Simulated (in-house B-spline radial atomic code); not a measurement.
# Eu⁷⁺: excited configurations

How much energy does it take to promote electrons of Eu⁷⁺ to other shells? Each configuration is solved by itself and compared with the reference.

Method: Dirac-Hartree-Fock, average of configuration, Fermi nucleus, basis-set limit. Code: in-house B-spline radial atomic code version 1.

### 1 The atom as given

| Item | Value |
| --- | --- |
| element | europium (Z = 63) |
| charge | +7 |
| electrons | 56 |
| configuration | [Kr] 4d10 4f5 5s2 5p3 |
| Hamiltonian | Dirac-Coulomb |
| nucleus | Fermi, rms radius 5.112 fm |

Outer shells as boxes (Hund's rule):

[Kr] 4d10 4f5 5s2 5p3
```
[Kr] core
4d [↑↓][↑↓][↑↓][↑↓][↑↓]
4f [↑ ][↑ ][↑ ][↑ ][↑ ][  ][  ]
5s [↑↓]
5p [↑ ][↑ ][↑ ]
```

The boxes draw the filling by Hund's rule, which heavy ions in jj coupling don't follow; these runs average over all states of the configuration.

The run's settings:

```ini
Z = 63
electrons = 56.0
configuration = [Kr] 4d10 4f5 5s2 5p3
hamiltonian = dirac
method = hf
spin_polarised = False
nucleus = fermi
rms_radius = 5.1115
mass_number = 153
atomic_mass = 152.921236789
speed_of_light = 137.035999084
```

This reference run was done before. Its total energy is -10834.194070 hartree, and its levels are (the highest eight at most):

```tsv
orbital	occupation	energy (eV)	<r> (bohr)
4p3/2	4	-388.70	0.6045
4d3/2	4	-263.18	0.6400
4d5/2	6	-257.60	0.6498
5s1/2	2	-143.57	1.280
5p1/2	1	-121.19	1.376
4f5/2	2.14286	-116.16	0.7687
5p3/2	2	-115.73	1.432
4f7/2	2.85714	-115.45	0.7745
```

### 2 Configuration [Kr] 4d10 4f5 5s2 5p2 5g1

The run's settings:

```ini
Z = 63
electrons = 56.0
configuration = [Kr] 4d10 4f5 5s2 5p2 5g1
hamiltonian = dirac
method = hf
spin_polarised = False
nucleus = fermi
rms_radius = 5.1115
mass_number = 153
atomic_mass = 152.921236789
speed_of_light = 137.035999084
```

### 3 Run with [Kr] 4d10 4f5 5s2 5p2 7g1

Settings: those of step 2 with these lines changed.

```diff
@@ -2,3 +2,3 @@
 electrons = 56.0
-configuration = [Kr] 4d10 4f5 5s2 5p2 5g1
+configuration = [Kr] 4d10 4f5 5s2 5p2 7g1
 hamiltonian = dirac
```

### 4 [Kr] 4d10 4f5 5s2 5p2 5f1

Settings: those of step 3 with these lines changed.

```diff
@@ -2,3 +2,3 @@
 electrons = 56.0
-configuration = [Kr] 4d10 4f5 5s2 5p2 7g1
+configuration = [Kr] 4d10 4f5 5s2 5p2 5f1
 hamiltonian = dirac
```

### 5 Run with [Kr] 4d9 4f5 5s2 5p3 8s1

Settings: those of step 4 with these lines changed.

```diff
@@ -2,3 +2,3 @@
 electrons = 56.0
-configuration = [Kr] 4d10 4f5 5s2 5p2 5f1
+configuration = [Kr] 4d9 4f5 5s2 5p3 8s1
 hamiltonian = dirac
```

### 6 [Kr] 4d9 4f5 5s2 5p3 9s1

Settings: those of step 5 with these lines changed.

```diff
@@ -2,3 +2,3 @@
 electrons = 56.0
-configuration = [Kr] 4d9 4f5 5s2 5p3 8s1
+configuration = [Kr] 4d9 4f5 5s2 5p3 9s1
 hamiltonian = dirac
```

### 7 Configuration [Kr] 4d9 4f5 5s2 5p3 9d1

Settings: those of step 6 with these lines changed.

```diff
@@ -2,3 +2,3 @@
 electrons = 56.0
-configuration = [Kr] 4d9 4f5 5s2 5p3 9s1
+configuration = [Kr] 4d9 4f5 5s2 5p3 9d1
 hamiltonian = dirac
```

How far above the reference does each configuration lie (order and size, in eV)?

As calculated:

| net move | configuration | energy above the reference (eV) | with Breit, QED, recoil (eV) | largest <r> (bohr) |
| --- | --- | --- | --- | --- |
| 5p → 5f | [Kr] 4d10 4f5 5s2 5p2 5f1 | 66.246 | 66.138 | 2.49 |
| 5p → 5g | [Kr] 4d10 4f5 5s2 5p2 5g1 | 81.765 | 81.671 | 3.32 |
| 5p → 7g | [Kr] 4d10 4f5 5s2 5p2 7g1 | 98.995 | 98.901 | 7.71 |
| 4d → 8s | [Kr] 4d9 4f5 5s2 5p3 8s1 | 227.49 | 227.43 | 5.94 |
| 4d → 9s | [Kr] 4d9 4f5 5s2 5p3 9s1 | 235.29 | 235.22 | 8.24 |
| 4d → 9d | [Kr] 4d9 4f5 5s2 5p3 9d1 | 239.19 | 239.12 | 9.90 |

Quantum defects of the promoted electron, δ = n − ζ/√(−2ε) with ζ = 8 and ε its orbital energy in hartree:

| promotion | δ |
| --- | --- |
| 5p → 7g | 0.065 |
| 4d → 8s | 2.393 |
| 4d → 9s | 2.386 |
| 4d → 9d | 1.623 |

The energies run from 66.246 eV (5p → 5f) to 239.19 eV (4d → 9d). Koopmans' estimate of the ionisation threshold is 115.45 eV; 3 configurations exceed it by over 2 % and could autoionise. Of those tabulated, the defect is largest for 8s (2.39) and least for 7g (0.06): low angular momentum penetrates the core, high angular momentum stays outside it. Two partly filled shells share a symmetry and can mix in the average, which may lower the energy, for: 5p → 5f; 4d → 9d. These are averages over configurations, without correlation, not spectroscopic levels.
